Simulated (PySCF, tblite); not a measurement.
# Si25H34: electronic excitations, NMR shifts, part 2 of 2

tblite 0.8.0 and PySCF 2.14.0. Atoms count from 0.

## (4) NMR shifts: GIAO KT3/pcSseg-1

What the job is given:

```
{"job": {"kind": "nmr", "xc": "KT3", "basis": "pcSseg-1", "pop": false}, "charge": 0, "multiplicity": 1}
Si    -3.243472    -0.605171    -2.077399
Si    -3.294014    -0.681712     3.383903
Si    -3.293708    -3.384027     0.682183
Si    -0.531025    -0.685630     0.686544
Si    -1.977625    -2.003312    -0.663330
Si    -4.640919    -2.036950     2.037179
Si    -5.989497    -0.685972     0.684882
Si    -0.516556     2.018627    -2.018936
Si    -1.838811     0.693071    -3.412300
Si    -3.244425     2.076371     0.605167
Si    -1.839113     3.412704    -0.693902
Si    -1.978520     0.663229     2.003546
Si    -4.644130     0.666906    -0.668474
Si     2.362368    -0.653097    -1.992137
Si     2.162370    -0.661086     3.415760
Si     2.162747    -3.415170     0.662614
Si     4.935834    -0.837375     0.839475
Si     3.608170    -2.095948    -0.611253
Si     0.876690    -2.026143     2.027308
Si     4.757013     2.357548    -2.356969
Si     3.579293     0.688792    -3.455261
Si     2.361534     1.992881     0.654126
Si     3.579207     3.456331    -0.688266
Si     3.607670     0.612390     2.097730
Si     0.901490     0.678897    -0.678512
H     -4.116755    -1.445993    -2.921485
H     -2.441250    -1.493678     4.263967
H     -4.108208     0.096951     4.328467
H     -2.440829    -4.264228     1.494278
H     -4.107381    -4.329015    -0.097020
H     -1.072817    -2.810243    -1.504045
H     -5.501239    -2.884110     2.883804
H     -6.906097    -1.500828    -0.126000
H     -6.906570     0.124966     1.499242
H      0.385985     2.848842    -2.848274
H     -0.971130    -0.147469    -4.248556
H     -2.598726     1.480151    -4.395855
H     -4.118360     2.921181     1.445246
H     -2.600047     4.396016    -1.481073
H     -0.972205     4.249528     0.147552
H     -1.074063     1.504884     2.809821
H     -5.496075     1.518931    -1.520007
H      1.432245    -1.500473    -2.769442
H      2.872818    -1.410092     4.462677
H      1.258086     0.204388     4.182292
H      2.873994    -4.461597     1.411966
H      1.258824    -4.181518    -0.203789
H      5.693435    -1.727650     1.729468
H      5.985448    -0.111987     0.113933
H      4.472367    -2.946275    -1.453938
H     -0.034414    -2.850746     2.851442
H      5.362065     3.304405    -3.303408
H      5.929956     1.727858    -1.726945
H      4.458514    -0.108099    -4.324884
H      2.637091     1.317197    -4.397225
H      1.431223     2.770844     1.501004
H      2.636909     4.398939    -1.316158
H      4.458312     4.325563     0.109502
H      4.471190     1.455661     2.947611
```

Level: GIAO KT3/pcSseg-1 NMR shielding, non-relativistic, gas phase.

What it wrote:

```text
start: PBE on a coarse grid of 57918 points
cycle   1  E = -7253.9079188063  dE =  1.233e+00  |g| = 4.123e-01  |ddm| = 8.004e+00
cycle   2  E = -7253.9237902785  dE = -1.587e-02  |g| = 3.140e-01  |ddm| = 1.094e+00
cycle   3  E = -7253.9374034544  dE = -1.361e-02  |g| = 2.100e-01  |ddm| = 1.049e+00
cycle   4  E = -7253.9543735221  dE = -1.697e-02  |g| = 3.848e-02  |ddm| = 5.438e-01
cycle   5  E = -7253.9547850939  dE = -4.116e-04  |g| = 2.163e-02  |ddm| = 1.336e-01
cycle   6  E = -7253.9549426295  dE = -1.575e-04  |g| = 7.226e-03  |ddm| = 5.907e-02
final grid: 430900 points
cycle   7  E = -7315.8956664777  dE = -1.352e-01  |g| = 6.011e-01  |ddm| = 1.610e+00
cycle   8  E = -7315.9095691879  dE = -1.390e-02  |g| = 2.817e-01  |ddm| = 7.925e-01
cycle   9  E = -7315.9140514799  dE = -4.482e-03  |g| = 5.277e-02  |ddm| = 3.566e-01
cycle  10  E = -7315.9151335281  dE = -1.082e-03  |g| = 1.289e-02  |ddm| = 1.379e-01
cycle  11  E = -7315.9151973538  dE = -6.383e-05  |g| = 4.792e-03  |ddm| = 3.729e-02
cycle  12  E = -7315.9152001117  dE = -2.758e-06  |g| = 1.093e-03  |ddm| = 1.387e-02
cycle  13  E = -7315.9152005142  dE = -4.025e-07  |g| = 4.209e-04  |ddm| = 3.073e-03
cycle  14  E = -7315.9152030805  dE = -2.566e-06  |g| = 1.118e-04  |ddm| = 1.079e-03
cycle  15  E = -7315.9152052294  dE = -2.149e-06  |g| = 2.262e-05  |ddm| = 2.982e-04
converged SCF energy = -7315.9152052294

GIAO shielding tensors (ppm)
atom      isotropic    diamagn.    paramagn.     s11        s22        s33       span
  0 Si     470.722     883.355    -412.633    465.605    465.863    480.699     15.094
  1 Si     465.784     883.942    -418.158    446.290    461.715    489.347     43.057
  2 Si     465.658     883.939    -418.281    446.095    461.597    489.281     43.186
  3 Si     451.588     881.495    -429.907    421.197    455.765    477.801     56.604
  4 Si     467.197     883.491    -416.294    444.394    474.041    483.155     38.761
  5 Si     484.312     884.278    -399.965    479.227    479.337    494.373     15.146
  6 Si     462.580     883.352    -420.771    441.808    460.746    485.187     43.379
  7 Si     473.813     884.000    -410.188    455.800    477.152    488.485     32.685
  8 Si     465.189     883.810    -418.621    441.966    462.132    491.468     49.502
  9 Si     470.553     883.350    -412.797    465.440    465.641    480.577     15.137
 10 Si     464.960     883.805    -418.844    441.672    461.940    491.270     49.598
 11 Si     467.307     883.497    -416.190    444.430    474.165    483.327     38.897
 12 Si     473.854     884.099    -410.245    467.812    475.376    478.375     10.563
 13 Si     468.672     885.131    -416.459    444.797    470.808    490.412     45.615
 14 Si     466.617     884.134    -417.516    444.829    463.683    491.339     46.511
 15 Si     466.457     884.132    -417.675    444.721    463.544    491.106     46.385
 16 Si     468.120     884.472    -416.351    450.604    470.867    482.890     32.286
 17 Si     476.206     884.359    -408.153    464.932    476.658    487.027     22.095
 18 Si     472.985     884.291    -411.306    461.380    475.095    482.479     21.100
 19 Si     478.943     883.355    -404.412    465.255    483.483    488.091     22.837
 20 Si     471.733     884.475    -412.743    454.645    468.406    492.147     37.502
 21 Si     468.551     885.126    -416.576    444.719    470.684    490.249     45.530
 22 Si     471.603     884.472    -412.870    454.521    468.205    492.083     37.562
 23 Si     476.303     884.367    -408.064    464.995    476.744    487.171     22.176
 24 Si     456.472     882.271    -425.798    415.148    457.816    496.452     81.304
 25 H       27.666      32.437      -4.771     23.288     24.884     34.826     11.537
 26 H       27.792      31.497      -3.705     23.285     27.057     33.033      9.748
 27 H       27.876      31.197      -3.321     23.944     24.739     34.946     11.003
 28 H       27.788      31.496      -3.708     23.283     27.054     33.027      9.744
 29 H       27.872      31.194      -3.322     23.942     24.736     34.939     10.997
 30 H       27.325      32.799      -5.474     23.521     26.204     32.250      8.729
 31 H       27.967      30.351      -2.383     23.579     23.982     36.341     12.762
 32 H       27.830      30.230      -2.400     24.211     24.562     34.718     10.507
 33 H       27.830      30.230      -2.400     24.212     24.561     34.717     10.505
 34 H       27.720      33.747      -6.027     22.582     26.728     33.850     11.267
 35 H       27.663      31.801      -4.139     23.655     26.756     32.577      8.922
 36 H       27.846      31.404      -3.558     23.604     24.821     35.113     11.509
 37 H       27.661      32.434      -4.773     23.286     24.881     34.816     11.530
 38 H       27.839      31.399      -3.560     23.602     24.816     35.100     11.498
 39 H       27.656      31.799      -4.143     23.652     26.750     32.567      8.915
 40 H       27.326      32.801      -5.475     23.521     26.204     32.252      8.731
 41 H       27.759      31.981      -4.222     23.064     25.250     34.963     11.899
 42 H       27.353      33.136      -5.783     23.910     26.260     31.888      7.978
 43 H       27.877      31.495      -3.618     23.567     24.724     35.340     11.773
 44 H       27.708      31.933      -4.224     23.594     27.141     32.390      8.797
 45 H       27.873      31.495      -3.622     23.566     24.721     35.331     11.766
 46 H       27.704      31.932      -4.228     23.591     27.138     32.382      8.791
 47 H       27.971      31.323      -3.352     24.159     24.706     35.046     10.888
 48 H       27.812      32.839      -5.026     23.341     26.531     33.565     10.224
 49 H       27.805      31.788      -3.983     23.410     24.419     35.586     12.176
 50 H       27.659      33.489      -5.830     22.543     26.722     33.711     11.168
 51 H       28.146      28.446      -0.300     23.678     24.646     36.114     12.436
 52 H       28.147      31.466      -3.319     24.154     27.489     32.798      8.644
 53 H       28.037      30.184      -2.148     23.712     25.032     35.365     11.653
 54 H       27.918      31.551      -3.634     23.479     27.455     32.819      9.340
 55 H       27.350      33.134      -5.784     23.908     26.259     31.884      7.976
 56 H       27.913      31.549      -3.636     23.476     27.449     32.815      9.339
 57 H       28.033      30.184      -2.151     23.711     25.031     35.358     11.647
 58 H       27.809      31.795      -3.985     23.414     24.421     35.594     12.180
```

It took 83 s on 4 threads of Arm Neoverse N1, shared host; peak memory 2.2 GiB.

The references, computed at this level on geometries of the same kind, shield at (ppm): 1H TMS 31.76, 29Si TMS 361.7. Their shielding less the atom's gives the shift. The references are single molecules in the gas phase. Atoms listed in one row are averaged.

| atoms | environment | σ (ppm) | δ (ppm) |
| --- | --- | --- | --- |
| H30, H40 | hydrogen on a silicon bonded to 3 Si | 27.33 | 4.43 |
| H42, H55 | hydrogen on a silicon bonded to 3 Si | 27.35 | 4.41 |
| H50 | hydrogen on a silicon bonded to 3 Si | 27.66 | 4.10 |
| H35, H39 | hydrogen on a silicon bonded to 2 Si | 27.66 | 4.10 |
| H25, H37 | hydrogen on a silicon bonded to 3 Si | 27.66 | 4.10 |
| H44, H46 | hydrogen on a silicon bonded to 2 Si | 27.71 | 4.05 |
| H34 | hydrogen on a silicon bonded to 3 Si | 27.72 | 4.04 |
| H41 | hydrogen on a silicon bonded to 3 Si | 27.76 | 4.00 |
| H26, H28 | hydrogen on a silicon bonded to 2 Si | 27.79 | 3.97 |
| H49, H58 | hydrogen on a silicon bonded to 3 Si | 27.81 | 3.95 |
| H48 | hydrogen on a silicon bonded to 2 Si | 27.81 | 3.95 |
| H32, H33 | hydrogen on a silicon bonded to 2 Si | 27.83 | 3.93 |
| H36, H38 | hydrogen on a silicon bonded to 2 Si | 27.84 | 3.92 |
| H27, H29 | hydrogen on a silicon bonded to 2 Si | 27.87 | 3.89 |
| H43, H45 | hydrogen on a silicon bonded to 2 Si | 27.87 | 3.89 |
| H54, H56 | hydrogen on a silicon bonded to 2 Si | 27.92 | 3.84 |
| H31 | hydrogen on a silicon bonded to 3 Si | 27.97 | 3.79 |
| H47 | hydrogen on a silicon bonded to 2 Si | 27.97 | 3.79 |
| H53, H57 | hydrogen on a silicon bonded to 2 Si | 28.03 | 3.73 |
| H51 | hydrogen on a silicon bonded to 2 Si | 28.15 | 3.61 |
| H52 | hydrogen on a silicon bonded to 2 Si | 28.15 | 3.61 |
| Si3 | silicon bonded to 4 Si | 451.6 | -89.9 |
| Si24 | silicon bonded to 4 Si | 456.5 | -94.8 |
| Si6 | silicon bonded to 2 Si, 2 H | 462.6 | -100.9 |
| Si8, Si10 | silicon bonded to 2 Si, 2 H | 465.1 | -103.4 |
| Si1, Si2 | silicon bonded to 2 Si, 2 H | 465.7 | -104.1 |
| Si14, Si15 | silicon bonded to 2 Si, 2 H | 466.5 | -104.9 |
| Si4, Si11 | silicon bonded to 3 Si, H | 467.3 | -105.6 |
| Si16 | silicon bonded to 2 Si, 2 H | 468.1 | -106.5 |
| Si13, Si21 | silicon bonded to 3 Si, H | 468.6 | -106.9 |
| Si0, Si9 | silicon bonded to 3 Si, H | 470.6 | -109.0 |
| Si20, Si22 | silicon bonded to 2 Si, 2 H | 471.7 | -110.0 |
| Si18 | silicon bonded to 3 Si, H | 473.0 | -111.3 |
| Si7 | silicon bonded to 3 Si, H | 473.8 | -112.1 |
| Si12 | silicon bonded to 3 Si, H | 473.9 | -112.2 |
| Si17, Si23 | silicon bonded to 3 Si, H | 476.3 | -114.6 |
| Si19 | silicon bonded to 2 Si, 2 H | 478.9 | -117.3 |
| Si5 | silicon bonded to 3 Si, H | 484.3 | -122.6 |

Ring of atoms Si0, Si2, Si4, Si5, Si6, Si12: NICS(0) -1.8, NICS(1) -1.5, NICS(1)zz 2.3 ppm (means of both faces).

Ring of atoms Si0, Si3, Si4, Si7, Si8, Si24: NICS(0) -1.8, NICS(1) -1.4, NICS(1)zz 3.1 ppm (means of both faces).

Ring of atoms Si0, Si3, Si4, Si9, Si11, Si12: NICS(0) -2.0, NICS(1) -1.6, NICS(1)zz -0.7 ppm (means of both faces).

## (5) Summary of results

This closing draws on all 2 parts.

```
                                                               quantity                                                                                                                      value
                                           lowest singlet (PBE0/6-31G*)                                                                                                4.70 eV (264 nm), f = 0.008
                               brightest single state of those computed                                                                                                state 3, 4.74 eV, f = 0.043
                                                         lowest triplet                                                                                                                    4.34 eV
  1H shifts against TMS (KT3/pcSseg-1, means over atoms taken as alike)                            4.43, 4.41, 4.10, 4.10, 4.10, 4.05, 4.04, 4.00, 3.97, 3.95, 3.95, 3.93, 3.92, 3.89 ppm and more
29Si shifts against TMS (KT3/pcSseg-1, means over atoms taken as alike)  -89.9, -94.8, -100.9, -103.4, -104.1, -104.9, -105.6, -106.5, -106.9, -109.0, -110.0, -111.3, -112.1, -112.2 ppm and more
```

The lowest singlet, at 4.70 eV, is HOMO−1→LUMO 0.80, HOMO→LUMO+2 0.10 and is weak; of the 6 states computed, the strongest absorption comes from states 1 to 3 together at 4.74 eV. The lowest triplet lies 0.36 eV below the lowest singlet (triplets in Tamm-Dancoff, singlets in full TDDFT). At KT3/pcSseg-1: The widest tensor belongs to Si24: span 81 ppm, with a paramagnetic part of -426 ppm.
